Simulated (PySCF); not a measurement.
# C₃H₆N₂Si: electronic excitations and core binding energies

Wanted: the electronic excitations and core binding energies of C₃H₆N₂Si (`N#C[SiH]1CNC1`), by calculation.

Computed with PySCF 2.14.0, with density-fitted response routines of our own, on a single molecule in the gas phase. Atoms count from 0, in the outputs and in this text.

## Step 1: The molecule as given

12 atoms, charge 0, multiplicity 1; geometry from: GFN2-xTB.

Bonds of the start (Å): N0–C1 1.15, C1–Si2 1.87, Si2–C3 1.92, C3–N4 1.47, N4–C5 1.47, C5–Si2 1.92, Si2–H6 1.46, C3–H7 1.09, C3–H8 1.10, N4–H9 1.01, C5–H10 1.10, C5–H11 1.09.

## Step 2: Excited states and response: CAM-B3LYP/def2-SVPD

Job settings and geometry (Å):

```
{"job": {"kind": "uv", "xc": "CAM-B3LYP", "basis": "def2-SVPD", "nstates": 8, "ntriplets": 3}, "charge": 0, "multiplicity": 1}
N      3.398420     0.503244    -0.475918
C      2.358025     0.408943    -0.005582
Si     0.659271     0.251997     0.752876
C     -0.772909     0.995112    -0.281801
N     -1.469966    -0.294138    -0.217679
C     -0.387205    -1.224490     0.120291
H      0.754723     0.526795     2.182335
H     -1.380229     1.790165     0.153456
H     -0.486378     1.303562    -1.295253
H     -1.991142    -0.536056    -1.051831
H      0.043881    -1.749310    -0.741786
H     -0.725294    -1.976509     0.834863
```

With the program's defaults for keys left out, this is: TDDFT CAM-B3LYP/def2-SVPD, vertical, gas phase, core orbitals frozen in the response.

The run is started by

```sh
$ OMP_NUM_THREADS=1 python probes_run.py task.json out
```

One launch serves the whole session: the jobs run in the order shown.

The log of the run:

```text
coarse grid: 10728 points
cycle   1  E = -516.3841563280  dE =  7.122e-01  |g| = 4.657e-01  |ddm| = 4.887e+00
cycle   2  E = -516.3217369596  dE =  6.242e-02  |g| = 7.431e-01  |ddm| = 2.083e+00
cycle   3  E = -516.4435663576  dE = -1.218e-01  |g| = 8.451e-02  |ddm| = 8.756e-01
cycle   4  E = -516.4448818655  dE = -1.316e-03  |g| = 4.305e-02  |ddm| = 1.815e-01
cycle   5  E = -516.4452869686  dE = -4.051e-04  |g| = 9.801e-03  |ddm| = 1.149e-01
cycle   6  E = -516.4453097651  dE = -2.280e-05  |g| = 2.077e-03  |ddm| = 1.642e-02
cycle   7  E = -516.4453108857  dE = -1.121e-06  |g| = 6.794e-04  |ddm| = 1.002e-02
final grid: 99768 points
cycle   8  E = -516.5200181168  dE = -2.142e-05  |g| = 3.139e-03  |ddm| = 4.237e-02
cycle   9  E = -516.5200181962  dE = -7.941e-08  |g| = 3.162e-03  |ddm| = 9.692e-03
cycle  10  E = -516.5200207548  dE = -2.559e-06  |g| = 1.941e-04  |ddm| = 3.919e-03
cycle  11  E = -516.5200207612  dE = -6.448e-09  |g| = 1.622e-04  |ddm| = 4.995e-04
cycle  12  E = -516.5200207662  dE = -4.988e-09  |g| = 5.675e-05  |ddm| = 2.866e-04
cycle  13  E = -516.5200207669  dE = -7.128e-10  |g| = 1.875e-05  |ddm| = 6.861e-05
converged SCF energy = -516.5200207669

Static polarisability (au): isotropic 69.901, principal 61.694 62.700 85.309

Singlet excitations
state   eV       nm        f      main configurations
  1   5.2933    234.2   0.00007   H->L 0.98
  2   5.8702    211.2   0.00036   H->L+1 0.57, H->L+3 0.38
  3   6.5048    190.6   0.00110   H->L+3 0.55, H->L+1 0.37
  4   6.8237    181.7   0.00207   H-2->L 0.60, H-3->L 0.13
  5   6.8986    179.7   0.12875   H-1->L 0.71
  6   6.9610    178.1   0.01472   H->L+2 0.83
  7   7.2013    172.2   0.01828   H-1->L+1 0.64, H-4->L+1 0.14, H-2->L 0.10
  8   7.3944    167.7   0.00751   H->L+6 0.93

Triplet excitations (Tamm-Dancoff, eV): 5.2230 5.5911 5.6722
```

Wall time 41 s (1 thread of Arm Neoverse N1, shared host); peak memory 0.74 GiB.

Frontier orbitals and where they lie:

```
orbital      eV                       atoms
 HOMO−3  -11.79   N0 51 %, C1 31 %, Si2 7 %
 HOMO−2  -10.70  Si2 18 %, N4 15 %, C3 13 %
 HOMO−1  -10.05  C5 25 %, C3 25 %, Si2 20 %
   HOMO   -8.32   N4 60 %, C5 10 %, C3 10 %
   LUMO   -0.07  Si2 29 %, C1 21 %, N0 18 %
 LUMO+1    0.67  Si2 24 %, N0 22 %, C1 22 %
 LUMO+2    1.24   Si2 41 %, C1 20 %, H6 8 %
```

With each of the 8 states as a Gaussian band of 0.4 eV half-width at 1/e, the curve within the window shown has maxima at 179 nm (ε 6,400) L/(mol cm). Beyond the last state computed it falls off for lack of states. The curve at chosen wavelengths:

nm, ε (L/mol/cm) and a bar:
```
      161        456 ##
      165       1300 ######
      169       2860 ##############
      173       4846 #######################
      177       6250 ##############################
      182       5887 ############################
      186       4242 ####################
      190       2450 ############
      194       1169 ######
      198        477 ##
      202        176 #
      206         66 
      210         31 
      215         18 
      219         13 
      223         10 
      227          8 
      231          6 
      235          4 
      239          3 
      243          3 
      248          2 
      252          1 
      256          1 
      260          1 
      264          0
```

Further results of this job:

```
           property  computed
  dipole moment (D)      2.86
polarisability (Å³)     10.36
 HOMO–LUMO gap (eV)      8.25
      −ε(HOMO) (eV)      8.32
```

## Step 3: Core holes by ΔSCF: SCAN, X2C

Same as in step 2 but for these lines:

```diff
@@ -1,2 +1,2 @@
-{"job": {"kind": "uv", "xc": "CAM-B3LYP", "basis": "def2-SVPD", "nstates": 8, "ntriplets": 3}, "charge": 0, "multiplicity": 1}
+{"job": {"kind": "xps"}, "charge": 0, "multiplicity": 1}
 N      3.398420     0.503244    -0.475918
```

Method: delta-SCF UKS SCAN, pcX-2 on the ionised atom, pcseg-1 elsewhere, spin-free X2C.

The log of the run:

```text
ground state, core basis on atom 0 (N), 149 functions
  cycle   1  E = -517.30749337  |g| = 5.46e-01
  cycle   2  E = -517.10025381  |g| = 1.06e+00
  cycle   3  E = -517.36259941  |g| = 3.29e-01
  cycle   4  E = -517.38619453  |g| = 7.28e-02
  cycle   5  E = -517.38741078  |g| = 2.45e-02
  cycle   6  E = -517.38755921  |g| = 5.15e-03
  cycle   7  E = -517.38756510  |g| = 2.41e-03
  cycle   8  E = -517.38756315  |g| = 9.09e-04
  cycle   9  E = -517.38756518  |g| = 1.57e-04
  E(ground) = -517.42860463 Eh
hole in N 1s of atom 0
  cycle   1  E = -501.78851397  |g| = 1.84e+00
  cycle   2  E = -497.23082388  |g| = 2.86e+00
  cycle   3  E = -501.55623794  |g| = 1.24e+00
  cycle   4  E = -502.28701920  |g| = 7.05e-01
  cycle   5  E = -502.22092077  |g| = 6.87e-01
  cycle   6  E = -502.48280446  |g| = 1.81e-01
  cycle   7  E = -502.47644839  |g| = 1.86e-01
  cycle   8  E = -502.49944809  |g| = 2.87e-02
  cycle   9  E = -502.49988387  |g| = 1.32e-02
  cycle  10  E = -502.50001085  |g| = 1.03e-02
  cycle  11  E = -502.50013004  |g| = 3.39e-03
  cycle  12  E = -502.50015473  |g| = 2.08e-03
  cycle  13  E = -502.50015935  |g| = 1.02e-03
  cycle  14  E = -502.50015925  |g| = 5.86e-04
  cycle  15  E = -502.50015952  |g| = 2.01e-04
  E(ion) = -502.54083762 Eh   <S^2> = 0.8254   hole on atom = 1.000   binding energy = 405.117 eV
ground state, core basis on atom 1 (C), 149 functions
  cycle   1  E = -517.37751324  |g| = 5.90e-02
  cycle   2  E = -517.37690999  |g| = 5.56e-02
  cycle   3  E = -517.37664880  |g| = 6.45e-02
  cycle   4  E = -517.37760464  |g| = 4.02e-03
  cycle   5  E = -517.37761102  |g| = 4.41e-04
  E(ground) = -517.42197238 Eh
hole in C 1s of atom 1
  cycle   1  E = -506.10589667  |g| = 1.50e+00
  cycle   2  E = -500.62255198  |g| = 2.83e+00
  cycle   3  E = -505.37117792  |g| = 1.47e+00
  cycle   4  E = -506.46884862  |g| = 6.35e-01
  cycle   5  E = -506.55820010  |g| = 4.72e-01
  cycle   6  E = -506.42115582  |g| = 5.50e-01
  cycle   7  E = -506.65518557  |g| = 9.68e-02
  cycle   8  E = -506.65879173  |g| = 4.55e-02
  cycle   9  E = -506.65990528  |g| = 1.65e-02
  cycle  10  E = -506.66001646  |g| = 1.20e-02
  cycle  11  E = -506.66015976  |g| = 3.49e-03
  cycle  12  E = -506.66020073  |g| = 3.05e-03
  cycle  13  E = -506.66021515  |g| = 1.36e-03
  cycle  14  E = -506.66021698  |g| = 8.93e-04
  cycle  15  E = -506.66021799  |g| = 4.75e-04
  E(ion) = -506.70239043 Eh   <S^2> = 0.8164   hole on atom = 1.000   binding energy = 291.695 eV
ground state, core basis on atom 2 (Si), 160 functions
  cycle   1  E = -517.46917594  |g| = 2.88e-01
  cycle   2  E = -517.46772344  |g| = 9.10e-02
  cycle   3  E = -517.45730300  |g| = 2.28e-01
  cycle   4  E = -517.46945197  |g| = 1.60e-02
  cycle   5  E = -517.46949231  |g| = 3.36e-03
  cycle   6  E = -517.46949690  |g| = 6.31e-04
  cycle   7  E = -517.46949747  |g| = 1.93e-04
  E(ground) = -517.47053517 Eh
hole in Si 1s of atom 2
  cycle   1  E = -448.50462951  |g| = 4.35e+00
  cycle   2  E = -446.86140834  |g| = 2.72e+00
  cycle   3  E = -447.16018005  |g| = 2.09e+00
  cycle   4  E = -449.31141285  |g| = 7.14e-01
  cycle   5  E = -449.35607667  |g| = 6.68e-01
  cycle   6  E = -449.55601445  |g| = 1.50e-01
  cycle   7  E = -449.56585281  |g| = 4.17e-02
  cycle   8  E = -449.56677134  |g| = 8.22e-03
  cycle   9  E = -449.56680495  |g| = 3.23e-03
  cycle  10  E = -449.56681244  |g| = 1.20e-03
  cycle  11  E = -449.56681238  |g| = 5.39e-04
  cycle  12  E = -449.56681157  |g| = 2.19e-04
  E(ion) = -449.57552882 Eh   <S^2> = 0.7528   hole on atom = 1.000   binding energy = 1847.517 eV
hole in Si 2p of atom 2
  cycle   1  E = -513.16366287  |g| = 1.24e+00
  cycle   2  E = -511.49495646  |g| = 1.84e+00
  cycle   3  E = -512.95793128  |g| = 1.05e+00
  cycle   4  E = -513.44044383  |g| = 3.06e-01
  cycle   5  E = -513.43586560  |g| = 3.46e-01
  cycle   6  E = -513.48769213  |g| = 8.39e-02
  cycle   7  E = -513.49109353  |g| = 1.24e-02
  cycle   8  E = -513.49117023  |g| = 4.71e-03
  cycle   9  E = -513.49118344  |g| = 1.61e-03
  cycle  10  E = -513.49118481  |g| = 7.45e-04
  cycle  11  E = -513.49118542  |g| = 2.19e-04
  E(ion) = -513.50332171 Eh   <S^2> = 0.7518   hole on atom = 1.002   binding energy = 107.953 eV
  2p3/2 = 107.716 eV   2p1/2 = 108.340 eV
ground state, core basis on atom 3 (C), 149 functions
  cycle   1  E = -517.37521299  |g| = 6.17e-02
  cycle   2  E = -517.37519160  |g| = 2.80e-02
  cycle   3  E = -517.37529742  |g| = 2.10e-02
  cycle   4  E = -517.37541610  |g| = 6.02e-03
  cycle   5  E = -517.37542446  |g| = 1.99e-03
  cycle   6  E = -517.37542628  |g| = 4.93e-04
  E(ground) = -517.41754741 Eh
hole in C 1s of atom 3
  cycle   1  E = -506.10137953  |g| = 1.51e+00
  cycle   2  E = -505.17599427  |g| = 1.98e+00
  cycle   3  E = -506.59348231  |g| = 4.39e-01
  cycle   4  E = -506.52593056  |g| = 5.52e-01
  cycle   5  E = -506.67293700  |g| = 1.11e-01
  cycle   6  E = -506.67796715  |g| = 3.73e-02
  cycle   7  E = -506.67862032  |g| = 1.03e-02
  cycle   8  E = -506.67867396  |g| = 4.50e-03
  cycle   9  E = -506.67868668  |g| = 1.81e-03
  cycle  10  E = -506.67869073  |g| = 9.97e-04
  cycle  11  E = -506.67869024  |g| = 4.90e-04
  E(ion) = -506.71959606 Eh   <S^2> = 0.7730   hole on atom = 1.000   binding energy = 291.106 eV
ground state, core basis on atom 4 (N), 149 functions
  cycle   1  E = -517.38743844  |g| = 7.49e-02
  cycle   2  E = -517.38733464  |g| = 3.07e-02
  cycle   3  E = -517.38708024  |g| = 4.51e-02
  cycle   4  E = -517.38747429  |g| = 1.60e-02
  cycle   5  E = -517.38753555  |g| = 1.14e-03
  cycle   6  E = -517.38753261  |g| = 3.68e-04
  E(ground) = -517.42857922 Eh
hole in N 1s of atom 4
  cycle   1  E = -501.79865811  |g| = 1.86e+00
  cycle   2  E = -500.95845691  |g| = 2.20e+00
  cycle   3  E = -502.43115134  |g| = 4.46e-01
  cycle   4  E = -502.43472675  |g| = 3.78e-01
  cycle   5  E = -502.49491874  |g| = 1.49e-01
  cycle   6  E = -502.50513591  |g| = 2.16e-02
  cycle   7  E = -502.50537110  |g| = 8.01e-03
  cycle   8  E = -502.50540505  |g| = 2.24e-03
  cycle   9  E = -502.50540733  |g| = 1.02e-03
  cycle  10  E = -502.50540942  |g| = 2.74e-04
  E(ion) = -502.54520415 Eh   <S^2> = 0.7660   hole on atom = 1.000   binding energy = 404.997 eV
```

It took 95 s on 1 thread of Arm Neoverse N1, shared host; peak memory 0.63 GiB.

The holes in one table. −ε is the ground-state orbital energy:

```
       hole  stands for                                     environment  ΔSCF (eV; 2p as the shell's mean)  −ε (eV)   ⟨S²⟩
  N1s on N0          N0                                nitrile nitrogen                             405.12    386.3  0.825
  C1s on C1          C1                                  nitrile carbon                             291.69    274.3  0.816
Si1s on Si2         Si2  silicon bonded to 3 C, H, in a 4-membered ring                            1847.52   1794.4  0.753
Si2p on Si2         Si2  silicon bonded to 3 C, H, in a 4-membered ring                             107.92     97.2  0.752
  C1s on C3      C3, C5                      sp3 CH2 bonded to N and Si                             291.11    274.4  0.773
  N1s on N4          N4                                  amine nitrogen                             405.00    386.0  0.766
```

Each hole run stands for the others of its class of like atoms.

With the spin-orbit splitting: Si2 2p3/2 107.72, 2p1/2 108.34 eV. The table gives each 2p level as the mean over the whole 2p shell (two parts 2p3/2, one part 2p1/2), which differs a little from the single hole in the log.

## Step 4: Summary of results

| quantity | value |
| --- | --- |
| lowest singlet (CAM-B3LYP/def2-SVPD) | 5.29 eV (234 nm), f = 0.000 |
| brightest single state of those computed | state 5, 6.90 eV, f = 0.129 |
| lowest triplet | 5.22 eV |
| N1s binding energies, SCAN/pcX-2 | N0 405.12, N4 405.00 eV |
| C1s binding energies, SCAN/pcX-2 | C1 291.69, C3 291.11 eV |
| Si1s binding energies, SCAN/pcX-2 | Si2 1847.52 eV |
| Si2p binding energies, SCAN/pcX-2 | Si2 107.92 eV |

What this shows: The lowest singlet, at 5.29 eV, is HOMO→LUMO 0.98 and is dark; of the 8 states computed, the strongest absorption comes from state 5 at 6.90 eV. The lowest triplet lies 0.07 eV below the lowest singlet (triplets in Tamm-Dancoff, singlets in full TDDFT). N0 (nitrile nitrogen) binds its N1s electron 0.12 eV more tightly than N4 (amine nitrogen). C1 (nitrile carbon) binds its C1s electron 0.59 eV more tightly than C3 (sp3 CH2 bonded to N and Si).
